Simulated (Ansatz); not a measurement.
Relaxation of a periodic cell of 17 atoms, Li16H (host Li, host structure bcc, interstitial H), to a largest force component of 0.03 eV/Å in at most 60 steps.

Method: Ansatz, DFT PBE, scalar-relativistic, plane waves, PAW. Settings: cutoff 420 eV, k mesh 4x4x4, gaussian smearing 0.05 eV, no spin polarisation.

```xyz
17
Lattice="6.9800 0.0000 0.0000 0.0000 6.9800 0.0000 0.0000 0.0000 6.9800" Properties=species:S:1:pos:R:3
Li 0.000 0.000 0.000
Li 3.490 0.000 0.000
Li 0.000 3.490 0.000
Li 0.000 0.000 3.490
Li 1.745 1.745 1.745
Li 3.490 3.490 0.000
Li 3.490 0.000 3.490
Li 5.235 1.745 1.745
Li 0.000 3.490 3.490
Li 1.745 5.235 1.745
Li 1.745 1.745 5.235
Li 3.490 3.490 3.490
Li 5.235 5.235 1.745
Li 5.235 1.745 5.235
Li 1.745 5.235 5.235
Li 5.235 5.235 5.235
H 1.744 6.083 -0.021
```

Where does it end, and by what steps?

It converged. The force dipped under the threshold on the way, but the program's further checks kept it going. Limits of this set-up: coarse k mesh, odd electron count without spin, a small cell, in which the defect meets its images, a typed lattice constant that wasn't relaxed here. After 5 steps the energy has fallen by 0.074 eV; Li1 moved furthest, 0.23 Å. Joined: Li1–Li2 (3.49 → 3.04 Å).

```
step  energy less start (eV)  largest force component (eV/Å)  accepted
   0                  0.0000                           0.194       yes
   1                 -0.0580                           0.049       yes
   2                 -0.0623                           0.014       yes
   3                 -0.0679                           0.023       yes
   4                 -0.0739                           0.026       yes
   5                 -0.0738                           0.021       yes
```

```xyz
17
Lattice="6.9800 0.0000 0.0000 0.0000 6.9800 0.0000 0.0000 0.0000 6.9800" Properties=species:S:1:pos:R:3
Li 0.225 0.038 -0.005
Li 3.266 0.038 -0.005
Li -0.123 3.323 -0.001
Li 0.098 -0.085 3.482
Li 1.745 1.919 1.873
Li 3.614 3.323 -0.001
Li 3.393 -0.085 3.482
Li 5.235 1.599 1.817
Li -0.098 3.623 3.488
Li 1.745 5.186 1.548
Li 1.745 1.918 5.113
Li 3.587 3.623 3.488
Li 5.235 5.331 1.646
Li 5.235 1.603 5.157
Li 1.745 5.191 5.437
Li 5.234 5.333 5.336
H 1.745 6.082 0.006
```

Whether the end is a true minimum wasn't checked by a vibrational analysis.

The run took 60 s on 2 threads of Intel(R) Xeon(R) Platinum 8259CL CPU @ 2.50GHz (Skylake/Cascade Lake), with other jobs on the host, peak memory 0.76 GiB.
